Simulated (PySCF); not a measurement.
# The bond of InAs, level by level

An exercise on one series of results from a longer session: the logs are not shown, and one member is left open.

The runs use PySCF 2.14.0; In def2-TZVPPD with ECP28, As def2-TZVPPD, scalar-relativistic core potentials.

Set-up of the first run:

The job is set up so:

* atoms: In, As
* charge: 0
* basis: In def2-TZVPPD with ECP28, As def2-TZVPPD
* Hamiltonian: scalar-relativistic core potentials
* basis functions: 110
* electrons treated: 54
* masses in u: 114.9039, 74.9216
* levels: PBE0, PBE, r²SCAN, BP86, M06-2X, BHandHLYP, M06, TPSS, ωB97X-V, HF, MP2, SCS-MP2, CCSD, CCSD(T)
* grid: 80 radial by 434 angular points
* occupations: held fixed by the projection of orbital angular momentum
* dissociation limit: In + As, each in its ground configuration
* starting distance in angstrom: 2.565
* values of 2S to try: 0, 2, 4

Launch:

```bash
$ OMP_NUM_THREADS=2 python dia.py task.json out
```

Steps of the session up to this table: The job; The PBE0 curve of the state that the search chose; Excited determinants; PBE; r²SCAN; BP86 (GGA); M06-2X (hybrid meta-GGA); BHandHLYP (global hybrid GGA); M06; TPSS; ωB97X-V (range-separated hybrid); UHF; Correlated methods on the Hartree–Fock reference.

One of the session's tables, all rows but one given; the rest of the session is left out.

| level | Re (Å) | ωe (cm⁻¹) | De (eV) |
| --- | --- | --- | --- |
| UHF | 2.766 | 178.3 | 0.78 |
| UHF-MP2 | 2.711 | 185.1 | 1.62 |
| UHF-SCS-MP2 | 2.731 | 181.1 | 1.60 |
| UHF-CCSD | 2.728 | 182.5 | 1.59 |
| UHF-CCSD(T) | 2.732 | 180.7 | 1.69 |
| PBE | 2.772 | 171.7 | 2.02 |
| BP86 | 2.772 | 171.4 | 2.04 |
| TPSS | 2.766 | 172.2 | 1.97 |
| r²SCAN | 2.740 | 179.1 | 1.94 |
| PBE0 | 2.741 | 179.7 | 1.89 |
| M06 | 2.759 | 177.9 | 2.10 |
| BHandHLYP | 2.744 | 180.8 | 1.76 |
| M06-2X | ? | ? | ? |
| ωB97X-V | 2.712 | 188.4 | 1.99 |

Estimate the missing values for M06-2X.

The run gave: Re (Å): 2.769; ωe (cm⁻¹): 176.3; De (eV): 1.75. In the column «Re (Å)» it lies between TPSS (2.766) and PBE (2.772).
